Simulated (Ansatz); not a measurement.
Geometry optimisation, DFT PBE, scalar-relativistic, plane waves, PAW in Ansatz 0.2.0.

Input file:

```yaml
crystal:
  lattice:
    - [0.0, 5.43, 5.43]
    - [5.43, 0.0, 5.43]
    - [5.43, 5.43, 0.0]
  atoms:
    - { symbol: Si, position: [0.0, 0.0, 0.0] }
    - { symbol: Si, position: [0.125, 0.125, 0.125] }
    - { symbol: Si, position: [0.0, 0.0, 0.5] }
    - { symbol: Si, position: [0.125, 0.125, 0.625] }
    - { symbol: Si, position: [0.0, 0.5, 0.0] }
    - { symbol: Si, position: [0.125, 0.625, 0.125] }
    - { symbol: Si, position: [0.0, 0.5, 0.5] }
    - { symbol: Si, position: [0.125, 0.625, 0.625] }
    - { symbol: Si, position: [0.5, 0.0, 0.0] }
    - { symbol: Si, position: [0.625, 0.125, 0.125] }
    - { symbol: Si, position: [0.5, 0.0, 0.5] }
    - { symbol: Si, position: [0.625, 0.125, 0.625] }
    - { symbol: Si, position: [0.5, 0.5, 0.0] }
    - { symbol: Si, position: [0.625, 0.625, 0.125] }
    - { symbol: Si, position: [0.5, 0.5, 0.5] }
    - { symbol: Si, position: [0.625, 0.625, 0.625] }
    - { symbol: C, position: [0.8049437, 0.8262166, 0.3040898], spin: 1.0 }
magnetization:
  spin_polarized: true
basis:
  ecutwfc: 420.0
kpoints:
  mp_grid: { grid: [2, 2, 2] }
hamiltonian:
  xc: pbe
  pseudopotentials: { kind: paw, azcp: { folder: soft_1 } }
scf:
  occupations: { method: fermi_dirac, width: 0.02 }
  lower_state_search: "off"
relax:
  f_tol: 0.08
  max_steps: 25
  adjacent_minimum: "off"
output:
  write_density: true
  write_potential: true
  elf: true
  volumetric_format: npy
```

Launched with:

```bash
$ ansatz run input.yaml --threads 1 --pin off --max-ram 3072MiB --backend cpu --events-out ev --progress --plain --runs-dir out
```

**Question.** Where does it end, and by what steps?

**Answer.** The run converged. After 10 steps the energy has fallen by 1.090 eV; C17 moved furthest, 0.99 Å. Parted: Si1–Si10 (2.35 → 2.84 Å), Si10–Si11 (2.35 → 2.83 Å).

```
step  energy less start (eV)  largest force component (eV/Å)  accepted
   0                  0.0000                           0.589       yes
   1                 -0.1331                           0.379       yes
   2                 -0.1830                           0.631       yes
   3                 -0.3418                           0.650       yes
   4                 -0.5603                           1.869       yes
   5                 -0.8547                           1.289       yes
   6                 -1.0389                           0.499       yes
   7                 -1.0760                           0.255       yes
   8                 -1.0767                           0.300       yes
   9                 -1.0872                           0.126       yes
  10                 -1.0904                           0.040       yes
```

```xyz
17
Lattice="0.0000 5.4300 5.4300 5.4300 0.0000 5.4300 5.4300 5.4300 0.0000" Properties=species:S:1:pos:R:3
Si 0.132 0.216 -0.140
Si 1.461 1.410 1.330
Si 2.755 2.885 0.040
Si 4.066 4.337 1.348
Si 2.747 0.072 2.759
Si 4.094 1.498 4.040
Si 5.376 2.897 2.666
Si 6.783 4.150 4.069
Si -0.274 2.457 2.442
Si 1.193 3.415 3.894
Si 2.580 5.647 2.845
Si 4.047 6.840 4.178
Si 2.721 2.719 5.442
Si 4.026 4.179 6.744
Si 5.473 5.499 5.465
Si 6.750 6.927 6.814
C 6.507 5.176 9.219
```

Whether the end is a true minimum wasn't checked by a vibrational analysis.

Time of the run: 3.9 min on 1 thread of Arm Neoverse V2, with other jobs on the host, peak memory 0.68 GiB.
